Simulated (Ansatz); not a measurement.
# C3H9ClZr: the cost of one run

Method: RKS PBE0-D4/def2-TZVP; program: Ansatz 0.2.0, Gaussian basis.

Levels to be run: relaxation at PBE0-D4/def2-TZVP; harmonic vibrations at the same level; a single point in def2-TZVPP for the fields.

## 1. The system as given

SMILES `[CH3][Zr]([CH3])([CH3])[Cl]`, 14 atoms, charge 0, spin multiplicity 1.

Atoms are counted from 1 here; the program's logs count them from 0.

Bond lengths: C1–Zr2 2.225 Å, C1–H6 1.102 Å, C1–H7 1.106 Å, C1–H8 1.106 Å, Zr2–C3 2.225 Å, Zr2–C4 2.225 Å, Zr2–Cl5 2.326 Å, C3–H9 1.106 Å, C3–H10 1.102 Å, C3–H11 1.106 Å, C4–H12 1.102 Å, C4–H13 1.106 Å, C4–H14 1.106 Å. Angles: Zr2–C1–H6 114.3°, Zr2–C1–H7 110.5°, Zr2–C1–H8 109.6°, H6–C1–H7 107.4°, H6–C1–H8 107.5°, H7–C1–H8 107.3°, C1–Zr2–C3 108.5°, C1–Zr2–C4 108.8°, C1–Zr2–Cl5 110.3°, C3–Zr2–C4 109.1°, C3–Zr2–Cl5 110.1°, C4–Zr2–Cl5 110.0°, Zr2–C3–H9 110.2°, Zr2–C3–H10 114.4°, Zr2–C3–H11 109.8°, H9–C3–H10 107.4°, H9–C3–H11 107.3°, H10–C3–H11 107.5° and more.

The start is a GFN2-xTB geometry. Zr takes the def2 core potential; no spin-orbit term is included.

## 2. Geometry optimisation, PBE0-D4/def2-TZVP

The input, in.yaml:

```yaml
crystal:
  periodic: [false, false, false]
  atoms:
    - {symbol: C, position_ang: [-1.419890, 1.538260, -0.079410]}
    - {symbol: Zr, position_ang: [0.144530, 0.026460, -0.547720]}
    - {symbol: C, position_ang: [1.918820, 0.427240, 0.734100]}
    - {symbol: C, position_ang: [-0.652070, -1.996810, -0.076070]}
    - {symbol: Cl, position_ang: [0.737680, 0.146210, -2.793970]}
    - {symbol: H, position_ang: [-1.898570, 1.405780, 0.904240]}
    - {symbol: H, position_ang: [-0.992690, 2.557840, -0.104170]}
    - {symbol: H, position_ang: [-2.217140, 1.496040, -0.844910]}
    - {symbol: H, position_ang: [2.279340, 1.460520, 0.573950]}
    - {symbol: H, position_ang: [1.736340, 0.305540, 1.814400]}
    - {symbol: H, position_ang: [2.743460, -0.255740, 0.457860]}
    - {symbol: H, position_ang: [-1.079920, -2.096200, 0.934660]}
    - {symbol: H, position_ang: [0.146570, -2.755420, -0.173350]}
    - {symbol: H, position_ang: [-1.446440, -2.259750, -0.799610]}
basis:
  gaussian: {orbitals: def2-TZVP}
hamiltonian: {xc: pbe0, dispersion: d4}
relax: {f_tol: 0.005, max_steps: 150}
```

Command:

```console
> ansatz run in.yaml --threads 4 --pin off --events-out ev --progress --plain --max-ram 11315MiB
```

What time and memory should one allow on 4 threads of Intel Xeon Platinum 8259CL at 2.50GHz, shared host?

About 3.3 min, with a peak of 0.75 GiB.
